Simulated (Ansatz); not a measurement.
# AlGaC (singlet): wave-function methods side by side, cc-pVTZ

One table from this session's results is given with a row withheld; the runs are named, their logs left out.

Program: Ansatz 0.2.0, Gaussian basis. Level of theory: cc-pVTZ, core rule «outside noble gas», up to 20 orbitals frozen. These are calculated values, not measurements.

To be run: UHF; CCSD(T) on RHF; CCSD(T) on UHF; BCCD(T) on RHF; CCSDT(Q) on RHF; CCSDT(Q) on UHF; CASSCF and NEVPT2, 10 electrons in 12 orbitals.

9 further runs of the same task are left out: 2 for a known fault of the program, 1 that didn't finish, 6 set aside as unsound or not needed.

## The system

The geometry is a PBE0/def2-TZVP stationary point (not a proven minimum). No spin-orbit coupling is included. The filled d shell of Ga may be among the frozen orbitals whatever the setting's name suggests; the logs give the count.

3 atoms, charge 0, spin multiplicity 1.

Atoms are counted from 1 here; the program's logs count them from 0.

Bond lengths: C1–Al2 1.945 Å.

The first run:

File in.yaml:

```yaml
crystal:
  periodic: [false, false, false]
  atoms:
    - {symbol: C, position_ang: [0.000000, 0.000000, -2.225421]}
    - {symbol: Al, position_ang: [0.000000, 0.000000, -0.280093]}
    - {symbol: Ga, position_ang: [0.000000, 0.000000, 2.505514]}
basis:
  gaussian: {orbitals: cc-pVTZ}
magnetization: {spin_polarized: true, initial_magnetization: 0}
hamiltonian: {xc: hf}
output: {orbitals: {seedname: orbitals}}
```

Started as:

```sh
$ ansatz run in.yaml --threads 1 --pin off --events-out ev --progress --plain --max-ram 4096MiB --backend cpu
```

Among the steps run: UHF; CCSD(T) on RHF; CCSD(T) on UHF; BCCD(T) on RHF; CCSDT(Q) on RHF; CCSDT(Q) on UHF; CASSCF and NEVPT2, 10 electrons in 12 orbitals.

One of the session's tables, all rows but one given; the rest of the session is left out.

```
        method  from RCCSDT(Q) (kJ/mol)
           RHF                        ?
          RMP2                   +172.0
          UMP2                   +121.8
         RCCSD                    +66.9
         UCCSD                    +20.5
      RCCSD(T)                    +18.0
      UCCSD(T)                    -24.6
       BCCD(T)                    +18.6
        RCCSDT                    +10.8
        UCCSDT                    -44.2
     RCCSDT(Q)                        0
     UCCSDT(Q)                    -58.4
CASSCF valence                   +419.2
NEVPT2 valence                    +96.1
```

Q: Estimate the row for RHF from the others.

**Answer.** from RCCSDT(Q) (kJ/mol): +788.2. In the column «from RCCSDT(Q) (kJ/mol)» it is the highest.

Some runs used a GPU and others CPU threads alone; cost is compared among the GPU runs only.

Left out of the table: UHF (another determinant or state than the rows shown).

Caveats from the session: The determinant is far from a pure spin state, so its energy mixes those of several spin states (harmless only where they are near-degenerate, as at dissociation). The program flags UCCSD(T), UCCSDT(Q) as in doubt, so those rows may rest on another solution; read them beside their warnings. With 2.3 effectively unpaired electrons against 0 the state is strongly multireference. Warnings: restricted reference is unstable; spin contamination; coupled cluster took another determinant than the lowest; large T1 diagnostic. Restricted and unrestricted rows rest on different reference determinants; where their highest levels disagree by more than a few hundredths of an eV, they describe different states and don't form one ladder. Warnings in the runs' records: large difference.
